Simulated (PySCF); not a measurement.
# O3P4 (PP3OOO nortricyclane): the cost of one run

Computed with PySCF 2.14.0. Level: levels as typed in each script, gas phase, geometry from GFN2-xTB.

### 1 The system as given

7 atoms, charge 0, spin multiplicity 1.

Bond lengths: P1–O2 1.642 Å, P1–O5 1.642 Å, P1–O7 1.642 Å, O2–P3 1.661 Å, P3–P4 2.278 Å, P3–P6 2.278 Å, P4–O5 1.661 Å, P4–P6 2.278 Å, P6–O7 1.661 Å. Angles: O2–P1–O5 94.9°, O2–P1–O7 94.9°, O5–P1–O7 94.9°, P1–O2–P3 118.9°, O2–P3–P4 92.4°, O2–P3–P6 92.4°, P4–P3–P6 60.0°, P3–P4–O5 92.4°, P3–P4–P6 60.0°, O5–P4–P6 92.4°, P1–O5–P4 118.9°, P3–P6–P4 60.0°, P3–P6–O7 92.4°, P4–P6–O7 92.4°, P1–O7–P6 118.9°.

Geometry (Å):

```xyz
7

P     1.5985    0.0000    0.0001
O     0.7348   -1.3544   -0.3409
P    -0.9246   -1.2753   -0.3213
P    -0.9245    0.9158   -0.9440
O     0.7349    0.9726   -1.0022
P    -0.9249    0.3595    1.2650
O     0.7345    0.3818    1.3436
```

### 2 Response to an electric field (PBE0/aug-cc-pvdz)

The input, input.py:

```python
import numpy as np
from pyscf import gto, scf, dft
from pyscf.scf import atom_ks, atom_hf
from scipy.linalg import block_diag

def solve(mol, dm0=None, hcore=None):
    mf = (dft.UKS if mol.spin else dft.RKS)(mol, xc='pbe0')
    mf.grids.level = 3
    mf = mf.density_fit(auxbasis='def2-universal-jkfit')
    mf.conv_tol, mf.max_cycle = 1e-8, 80
    if hcore is not None:
        mf.get_hcore = lambda *args: hcore
    mf.kernel(dm0)
    if not mf.converged:
        mf = mf.newton().run(mf.mo_coeff, mf.mo_occ, max_cycle=30)
    assert mf.converged, 'SCF not converged'
    return mf

mol = gto.M(atom='''
P      1.59849     0.00000     0.00010
O      0.73475    -1.35437    -0.34095
P     -0.92462    -1.27531    -0.32133
P     -0.92452     0.91584    -0.94396
O      0.73485     0.97258    -1.00223
P     -0.92487     0.35947     1.26495
O      0.73448     0.38179     1.34362
''', basis='aug-cc-pvdz', charge=0, spin=0, verbose=4)
field = np.array([-0.01, -0.0, -0.0])  # atomic units
mol.set_common_orig(mol.atom_charges() @ mol.atom_coords() / mol.atom_charges().sum())
mf = solve(mol)
out = dict(dm0=mf.make_rdm1(), d0=mf.dip_moment(unit='AU'), e0=mf.e_tot)
for name, sign in (('p', 1), ('m', -1)):
    h = mf.get_hcore() + sign * np.einsum('x,xij->ij', field, mol.intor('int1e_r'))
    mi = solve(mol, mf.make_rdm1(), h)
    out.update({'dm' + name: mi.make_rdm1(), 'd' + name: mi.dip_moment(unit='AU'), 'e' + name: mi.e_tot})
# spherically averaged free atoms, for the promolecule
atm = atom_ks.get_atm_nrks(mol, xc='pbe0')
pro = block_diag(*[(atm[a[0]][2] * atm[a[0]][3]) @ atm[a[0]][2].T for a in mol._atom])
np.savez('result.npz', pro=pro, **out)
```

Run with:

```
$ OMP_NUM_THREADS=1 python input.py
```

**Question.** How long does this run take on 1 thread of Intel Xeon 6975P-C (Granite Rapids), shared host, and how much memory does it need?

About 4.5 min, with a peak of 0.85 GiB.
